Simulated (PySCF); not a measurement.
# C3H8FNSi: the cost of one run

Programs: PySCF 2.14.0, with density-fitted response routines of our own. Each step states its level of theory. These are calculated values for one molecule in the gas phase, unless marked as measured. Atoms count from 0, in the outputs and in this text.

## (1) The starting structure

14 atoms, charge 0, multiplicity 1; geometry from: GFN2-xTB. The atoms were then displaced at random by about 0.01 Å, so the start is not that level's minimum.

Bonds of the start (Å): F0–Si1 1.62, Si1–C2 1.89, C2–C3 1.49, C3–C4 1.56, C4–N5 1.46, N5–Si1 1.70, Si1–H6 1.46, C2–H7 1.10, C2–H8 1.12, C3–H9 1.08, C3–H10 1.10, C4–H11 1.08, C4–H12 1.11, N5–H13 1.01.

## (2) Geometry optimisation at PBE0-D3(BJ)/def2-SVP

Job settings and geometry (Å):

```
{"job": {"xc": "PBE0", "basis": "def2-SVP", "d3": "d3bj", "grid": 1, "shake": 0.01, "kind": "geom"}, "charge": 0, "multiplicity": 1}
F      0.760980     2.277270     1.351070
Si     0.410780     1.470420    -0.005300
C      1.255370    -0.210830    -0.155910
C      0.225230    -1.203930     0.270400
C     -1.160900    -0.658260    -0.189040
N     -1.136300     0.772020     0.126480
H      0.683400     2.434180    -1.062820
H      1.585270    -0.388620    -1.184960
H      2.166000    -0.317040     0.482980
H      0.360540    -2.203740    -0.128540
H      0.175910    -1.283810     1.370790
H     -1.293700    -0.824580    -1.248070
H     -2.011340    -1.122320     0.345450
H     -2.028400     1.244160     0.019710
```

Started as:

```
OMP_NUM_THREADS=1 python probes_run.py task.json out
```

One launch serves the whole session: the jobs run in the order shown.

Q: Estimate the wall time and peak memory of this first job on 1 thread of Arm Neoverse V1, shared host.

About 52 s, with a peak of 0.51 GiB.
